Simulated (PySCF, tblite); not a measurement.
# C₉H₁₃BO₂S: vibronic structure

What do calculations give for the vibronic structure of C₉H₁₃BO₂S (`CB(C)c1cccc(S(C)(=O)=O)c1`)?

Programs: tblite 0.8.0 and PySCF 2.14.0, with routines of our own; each step states its level. All values are computed. Atoms count from 0.

### Step 1. The system as given

26 atoms, charge 0, multiplicity 1; geometry from: force field or distance geometry start.

### Step 2. Optimising the geometry with GFN2-xTB

Job settings and geometry (Å):

```
{"job": {"kind": "relax", "xc": "GFN2-xTB", "basis": "xTB"}, "charge": 0, "multiplicity": 1}
C     -2.377300     1.983800    -0.338200
B     -2.216800     0.615300     0.461000
C     -3.567900    -0.147800     0.769500
C     -0.952000    -0.218500     0.095100
C     -0.991000    -1.587000    -0.131600
C      0.154400    -2.307700    -0.468800
C      1.376000    -1.659800    -0.558000
C      1.442000    -0.283400    -0.308200
S      3.011000     0.457900    -0.440300
C      3.717800     0.357900     1.207000
O      3.897800    -0.176500    -1.438800
O      2.891600     1.930200    -0.783500
C      0.279500     0.405500     0.019600
H     -2.305600     2.859300     0.305600
H     -3.392700     2.009100    -0.809300
H     -1.620600     2.061900    -1.128600
H     -3.421400    -1.225400     0.920900
H     -4.262200    -0.030400    -0.123200
H     -4.084100     0.267600     1.677600
H     -1.895500    -2.141600    -0.080600
H      0.115600    -3.368100    -0.650700
H      2.289200    -2.214400    -0.809600
H      3.019400     0.886800     1.887500
H      4.731900     0.810100     1.224800
H      3.774000    -0.731500     1.437800
H      0.365900     1.469100     0.195500
```

On the command line:

```bash
> OMP_NUM_THREADS=1 python excited_run.py task.json out
```

The driver reads the jobs from task.json and runs them one after another.

The program printed:

```text
step      E/eV     max force
  0   -1045.74593    5.670
  1   -1046.21726    1.927
  2   -1046.32749    1.172
  3   -1046.40486    0.730
  4   -1046.43125    0.492
  5   -1046.45395    0.318
  6   -1046.47089    0.248
  7   -1046.48749    0.359
  8   -1046.50980    0.444
  9   -1046.52930    0.349
 10   -1046.54467    0.239
 11   -1046.55516    0.234
 12   -1046.56343    0.272
 13   -1046.57052    0.214
 14   -1046.57633    0.221
 15   -1046.58126    0.177
 16   -1046.58561    0.138
 17   -1046.58944    0.121
 18   -1046.59296    0.147
 19   -1046.59624    0.144
 20   -1046.59896    0.118
 21   -1046.60104    0.085
 22   -1046.60282    0.082
 23   -1046.60472    0.104
 24   -1046.60685    0.111
 25   -1046.60907    0.105
 26   -1046.61119    0.109
 27   -1046.61312    0.111
 28   -1046.61487    0.099
 29   -1046.61656    0.095
 30   -1046.61828    0.103
 31   -1046.62009    0.098
 32   -1046.62195    0.102
 33   -1046.62367    0.092
 34   -1046.62503    0.094
 35   -1046.62603    0.077
 36   -1046.62678    0.064
 37   -1046.62742    0.059
 38   -1046.62803    0.050
 39   -1046.62860    0.061
 40   -1046.62915    0.053
 41   -1046.62973    0.062
 42   -1046.63039    0.053
 43   -1046.63115    0.077
 44   -1046.63187    0.075
 45   -1046.63238    0.050
 46   -1046.63272    0.037
 47   -1046.63298    0.033
 48   -1046.63321    0.038
 49   -1046.63341    0.033
 50   -1046.63362    0.033
 51   -1046.63388    0.033
 52   -1046.63421    0.042
 53   -1046.63461    0.055
 54   -1046.63507    0.068
 55   -1046.63560    0.063
 56   -1046.63622    0.057
 57   -1046.63682    0.053
 58   -1046.63729    0.053
 59   -1046.63765    0.039
 60   -1046.63796    0.039
 61   -1046.63824    0.038
 62   -1046.63850    0.035
 63   -1046.63875    0.044
 64   -1046.63906    0.045
 65   -1046.63947    0.055
 66   -1046.63992    0.052
 67   -1046.64032    0.052
 68   -1046.64066    0.058
 69   -1046.64108    0.059
 70   -1046.64175    0.056
 71   -1046.64262    0.064
 72   -1046.64330    0.075
 73   -1046.64411    0.066
 74   -1046.64476    0.044
 75   -1046.64530    0.040
 76   -1046.64568    0.042
 77   -1046.64595    0.043
 78   -1046.64608    0.045
 79   -1046.64632    0.030
 80   -1046.64651    0.023
 81   -1046.64667    0.021
 82   -1046.64681    0.026
 83   -1046.64692    0.021
 84   -1046.64702    0.017
 85   -1046.64710    0.018
 86   -1046.64717    0.018
 87   -1046.64725    0.017
 88   -1046.64734    0.019
 89   -1046.64745    0.016
 90   -1046.64754    0.016
 91   -1046.64761    0.015
 92   -1046.64767    0.014
 93   -1046.64773    0.017
 94   -1046.64780    0.015
 95   -1046.64786    0.012
 96   -1046.64791    0.011
 97   -1046.64795    0.012
 98   -1046.64799    0.012
 99   -1046.64804    0.014
100   -1046.64808    0.015
101   -1046.64812    0.012
102   -1046.64816    0.014
103   -1046.64821    0.013
104   -1046.64827    0.013
105   -1046.64832    0.014
106   -1046.64838    0.016
107   -1046.64844    0.016
108   -1046.64849    0.016
109   -1046.64854    0.013
110   -1046.64858    0.015
111   -1046.64864    0.014
112   -1046.64869    0.016
113   -1046.64875    0.017
114   -1046.64879    0.013
115   -1046.64883    0.015
116   -1046.64886    0.013
117   -1046.64890    0.015
118   -1046.64894    0.014
119   -1046.64896    0.010
120   -1046.64898    0.007
```

Wall time 1.8 s (1 thread of AMD EPYC 7B13, shared host); peak memory 0.18 GiB.

The steps of the relaxation: (not every step is listed)

```csv
step,energy from step 0 (eV),largest force (eV/Å)
0,0.0000,5.6701
1,-0.4713,1.9273
2,-0.5816,1.1724
3,-0.6589,0.7302
4,-0.6853,0.4923
5,-0.7080,0.3175
6,-0.7250,0.2476
7,-0.7416,0.3591
8,-0.7639,0.4437
18,-0.8470,0.1467
28,-0.8689,0.0994
38,-0.8821,0.0500
48,-0.8873,0.0376
58,-0.8914,0.0535
68,-0.8947,0.0583
78,-0.9001,0.0448
88,-0.9014,0.0193
98,-0.9021,0.0124
108,-0.9026,0.0163
115,-0.9029,0.0149
116,-0.9029,0.0134
117,-0.9030,0.0154
118,-0.9030,0.0142
119,-0.9030,0.0100
120,-0.9030,0.0073
```

Distances of close pairs at the start and the end, largest changes first:

```csv
bond,before (Å),after (Å),change (Å)
S8–O11,1.516,1.439,-0.078
C7–S8,1.740,1.792,+0.052
C2–H17,1.137,1.091,-0.046
S8–O10,1.478,1.438,-0.040
C2–H18,1.124,1.088,-0.036
C9–H24,1.115,1.082,-0.033
C0–H14,1.120,1.087,-0.032
C9–H23,1.110,1.083,-0.028
```

The next job starts from the end point, and lists it.

### Step 3. Harmonic vibrations with GFN2-xTB

Job settings and geometry (Å):

```
{"job": {"kind": "ir", "xc": "GFN2-xTB", "basis": "xTB"}, "charge": 0, "multiplicity": 1}
C     -2.379938     2.033606    -0.362862
B     -2.281649     0.543946     0.134254
C     -3.503469    -0.133400     0.863726
C     -0.959488    -0.262868    -0.107759
C     -0.960053    -1.652197    -0.276185
C      0.200770    -2.365699    -0.524439
C      1.417260    -1.706201    -0.585586
C      1.434752    -0.337114    -0.403427
S      3.005290     0.525623    -0.430457
C      3.599321     0.344366     1.280928
O      3.917414    -0.174125    -1.294902
O      2.773999     1.923992    -0.676542
C      0.280617     0.380412    -0.180744
H     -1.931012     2.681445     0.391503
H     -3.401433     2.381196    -0.497425
H     -1.831720     2.218226    -1.283565
H     -3.226810    -0.937233     1.541979
H     -4.156874    -0.571421     0.107358
H     -4.115713     0.578598     1.412714
H     -1.900862    -2.180934    -0.231779
H      0.159127    -3.435262    -0.667032
H      2.341979    -2.223289    -0.788389
H      2.869702     0.798436     1.938357
H      4.551548     0.853894     1.356133
H      3.714357    -0.711777     1.485660
H      0.361839     1.450394    -0.068870
```

The program printed:

```text
mode    cm-1     km/mol
  1      21.0      3.10
  2      32.8      1.92
  3      78.8      1.24
  4      84.9      2.12
  5      87.5      1.21
  6     111.0      1.94
  7     115.0      2.25
  8     116.8      0.86
  9     172.3      0.80
 10     220.2      0.64
 11     246.7      0.75
 12     278.0      2.81
 13     281.9      3.75
 14     315.0      2.28
 15     345.4      2.61
 16     383.4     20.39
 17     401.9      3.15
 18     439.1     67.32
 19     457.0      4.84
 20     493.8    117.33
 21     530.9     21.48
 22     636.8      5.53
 23     665.9      1.33
 24     683.8     69.91
 25     701.9     93.85
 26     752.0     36.40
 27     783.5     13.16
 28     840.8     80.68
 29     853.3     14.64
 30     855.4     62.63
 31     860.6    112.39
 32     868.3     14.15
 33     900.0      1.05
 34     909.7      0.61
 35     931.1      0.49
 36     974.7      9.77
 37    1067.7     51.77
 38    1100.2     99.21
 39    1112.0     78.06
 40    1128.9    310.71
 41    1154.6    108.97
 42    1183.9      3.18
 43    1225.2    178.55
 44    1247.3    115.89
 45    1254.9    292.71
 46    1265.0     32.70
 47    1304.3      1.38
 48    1379.3     47.65
 49    1385.1     18.27
 50    1401.0      4.63
 51    1425.0      6.89
 52    1434.4     11.84
 53    1446.4     12.91
 54    1477.6      3.03
 55    1480.9      2.01
 56    1492.7      1.11
 57    1498.2      0.26
 58    1550.8      3.67
 59    1592.8     12.93
 60    2989.5      4.15
 61    2992.8     31.31
 62    3032.2     22.27
 63    3036.2      8.68
 64    3038.6     57.11
 65    3040.7     29.07
 66    3066.1      1.36
 67    3079.7      8.40
 68    3084.0      2.59
 69    3088.9      7.78
 70    3090.3     36.61
 71    3102.3      3.93
 72    3103.4     14.64
```

Wall time 2.2 s (1 thread of AMD EPYC 7B13, shared host); peak memory 0.18 GiB.

The strongest bands and the atoms that carry them (share of the mass-weighted mode):

```csv
cm⁻¹,km/mol,atoms
494,117.3,"S8 31 %, O10 25 %, O11 24 %"
861,112.4,"H15 25 %, C0 12 %, B1 12 %, H14 10 %"
1100,99.2,"O11 19 %, O10 18 %, H25 13 %, S8 11 %"
1129,310.7,"H25 21 %, O10 16 %, C7 14 %, S8 14 %"
1155,109.0,B1 61 %
1225,178.6,"B1 24 %, H25 20 %, C3 19 %, C7 11 %"
1247,115.9,"S8 25 %, O10 16 %, O11 14 %, H19 12 %"
1255,292.7,"S8 19 %, H25 14 %, O11 13 %, H19 12 %"
```

### Step 4. Vibronic structure: TDA BHandHLYP/def2-SVP

The job, as its differences from that of step 3:

```diff
@@ -1,2 +1,2 @@
-{"job": {"kind": "ir", "xc": "GFN2-xTB", "basis": "xTB"}, "charge": 0, "multiplicity": 1}
+{"job": {"kind": "vib", "xc": "BHandHLYP", "basis": "def2-SVP", "tda": true}, "charge": 0, "multiplicity": 1}
 C     -2.379938     2.033606    -0.362862
```

Level: TDA BHandHLYP/def2-SVP vertical-gradient vibronic structure (displaced harmonic oscillators, Condon), gas phase.

The program printed:

```text
final grid: 100616 points
cycle   1  E = -923.1142428311  dE =  3.052e+00  |g| = 1.143e+00  |ddm| = 6.051e+00
cycle   2  E = -922.8866047429  dE =  2.276e-01  |g| = 1.617e+00  |ddm| = 3.034e+00
cycle   3  E = -923.3842181379  dE = -4.976e-01  |g| = 1.361e-01  |ddm| = 1.922e+00
cycle   4  E = -923.3877325430  dE = -3.514e-03  |g| = 7.326e-02  |ddm| = 2.346e-01
cycle   5  E = -923.3890879059  dE = -1.355e-03  |g| = 1.817e-02  |ddm| = 1.008e-01
cycle   6  E = -923.3891784029  dE = -9.050e-05  |g| = 3.224e-03  |ddm| = 2.312e-02
cycle   7  E = -923.3891812505  dE = -2.848e-06  |g| = 8.046e-04  |ddm| = 4.924e-03
cycle   8  E = -923.3891814263  dE = -1.758e-07  |g| = 2.906e-04  |ddm| = 1.316e-03
cycle   9  E = -923.3891814513  dE = -2.501e-08  |g| = 1.519e-04  |ddm| = 5.395e-04
cycle  10  E = -923.3891814579  dE = -6.574e-09  |g| = 5.376e-05  |ddm| = 2.445e-04
cycle  11  E = -923.3891814589  dE = -1.011e-09  |g| = 1.683e-05  |ddm| = 9.945e-05
cycle  12  E = -923.3891814590  dE = -7.935e-11  |g| = 8.384e-06  |ddm| = 2.941e-05
converged SCF energy = -923.3891814590

Singlet excitations (eV, f): 5.440 (0.0151)  5.765 (0.1677)  6.185 (0.0080)  6.461 (0.0024)  6.726 (0.0123)  6.990 (0.1832)

State S1  5.4399 eV  f = 0.01512  H-1->L 0.44, H->L+1 0.28, H->L 0.19
  relaxed dipole 4.892 D, largest gradient of the excitation energy 0.0353 Eh/bohr
  mode    cm-1        S   lambda/meV  Raman
   43   1225.2    0.2272      34.5   1.000
   37   1067.7    0.2035      26.9   0.680
   38   1100.2    0.0780      10.6   0.277
   40   1128.9    0.0695       9.7   0.259
   36    974.7    0.0737       8.9   0.205
   19    457.0    0.1483       8.4   0.091
    4     84.9    0.6420       6.8   0.014
   44   1247.3    0.0348       5.4   0.159
   45   1254.9    0.0241       3.8   0.111
   39   1112.0    0.0248       3.4   0.090
   10    220.2    0.1216       3.3   0.017
   53   1446.4    0.0125       2.2   0.077
  reorganisation energy 0.1438 eV, total S 2.109, 0-0 5.2961 eV
  absorption maximum 5.310 eV, width 0.222 eV

State S2  5.7647 eV  f = 0.16773  H->L 0.59, H-1->L 0.15
  relaxed dipole 4.923 D, largest gradient of the excitation energy 0.0496 Eh/bohr
  mode    cm-1        S   lambda/meV  Raman
   59   1592.8    0.3400      67.1   1.000
   43   1225.2    0.3086      46.9   0.537
   53   1446.4    0.0981      17.6   0.238
   44   1247.3    0.0700      10.8   0.126
   36    974.7    0.0622       7.5   0.069
   11    246.7    0.2029       6.2   0.014
   22    636.8    0.0720       5.7   0.034
   37   1067.7    0.0396       5.2   0.052
    4     84.9    0.4933       5.2   0.004
   49   1385.1    0.0247       4.2   0.055
   45   1254.9    0.0265       4.1   0.048
   31    860.6    0.0378       4.0   0.032
  reorganisation energy 0.2223 eV, total S 2.569, 0-0 5.5424 eV
  absorption maximum 5.562 eV, width 0.402 eV

State S6  6.9900 eV  f = 0.18325  H-2->L+1 0.26, H-2->L 0.20, H-1->L+1 0.20
  relaxed dipole 4.600 D, largest gradient of the excitation energy 0.0376 Eh/bohr
  mode    cm-1        S   lambda/meV  Raman
   36    974.7    0.2611      31.6   0.807
   28    840.8    0.2411      25.1   0.554
   58   1550.8    0.1279      24.6   1.000
   10    220.2    0.5214      14.2   0.082
    5     87.5    1.2211      13.2   0.030
    8    116.8    0.8373      12.1   0.037
    7    115.0    0.7316      10.4   0.031
   25    701.9    0.1128       9.8   0.181
   46   1265.0    0.0614       9.6   0.319
   19    457.0    0.1545       8.8   0.105
    6    111.0    0.6222       8.6   0.025
   26    752.0    0.0875       8.2   0.161
  reorganisation energy 0.2444 eV, total S 6.142, 0-0 6.7455 eV
  absorption maximum 6.934 eV, width 0.364 eV

State T1  3.8004 eV  f = 0.00000  H->L 0.55, H-1->L+1 0.19, H-1->L 0.10
  relaxed dipole 4.985 D, largest gradient of the excitation energy 0.0503 Eh/bohr
  mode    cm-1        S   lambda/meV  Raman
   59   1592.8    0.3691      72.9   1.000
   37   1067.7    0.3222      42.7   0.392
   43   1225.2    0.2789      42.4   0.447
   36    974.7    0.1570      19.0   0.159
   38   1100.2    0.0835      11.4   0.108
   40   1128.9    0.0450       6.3   0.061
   44   1247.3    0.0380       5.9   0.063
   58   1550.8    0.0267       5.1   0.069
   53   1446.4    0.0248       4.5   0.055
   22    636.8    0.0497       3.9   0.022
   42   1183.9    0.0236       3.5   0.035
    4     84.9    0.3151       3.3   0.002
  reorganisation energy 0.2391 eV, total S 2.202, 0-0 3.5613 eV
  absorption maximum 3.711 eV, width 0.384 eV
```

It took 97 s on 1 thread of AMD EPYC 7B13, shared host; peak memory 1.9 GiB.

### Step 5. What came out

```
                                                                                        quantity                     value
                                                       strongest single infrared mode (GFN2-xTB)     1129 cm⁻¹, 311 km/mol
                                                                    zero-point energy (GFN2-xTB)            125.5 kcal/mol
S1: vertical, reorganisation, 0-0, total S (step 4, TDA BHandHLYP/def2-SVP, modes from GFN2-xTB)  5.44, 0.14, 5.30 eV; 2.1
S2: vertical, reorganisation, 0-0, total S (step 4, TDA BHandHLYP/def2-SVP, modes from GFN2-xTB)  5.76, 0.22, 5.54 eV; 2.6
S6: vertical, reorganisation, 0-0, total S (step 4, TDA BHandHLYP/def2-SVP, modes from GFN2-xTB)  6.99, 0.24, 6.75 eV; 6.1
```

**Reading.** All 72 modes are real, so the xTB geometry is a minimum. The strongest single mode, at 1129 cm⁻¹, has its largest shares on H25, O10, C7 and S8 (the list is cut at 4 atoms). Unscaled tight-binding wavenumbers are off by several per cent, some by more. Its intensities can rank the bands wrongly. The vibronic model keeps the ground-state modes (from xTB) and shifts them along the gradient alone, so it can miss much of the relaxation that a full optimisation finds.
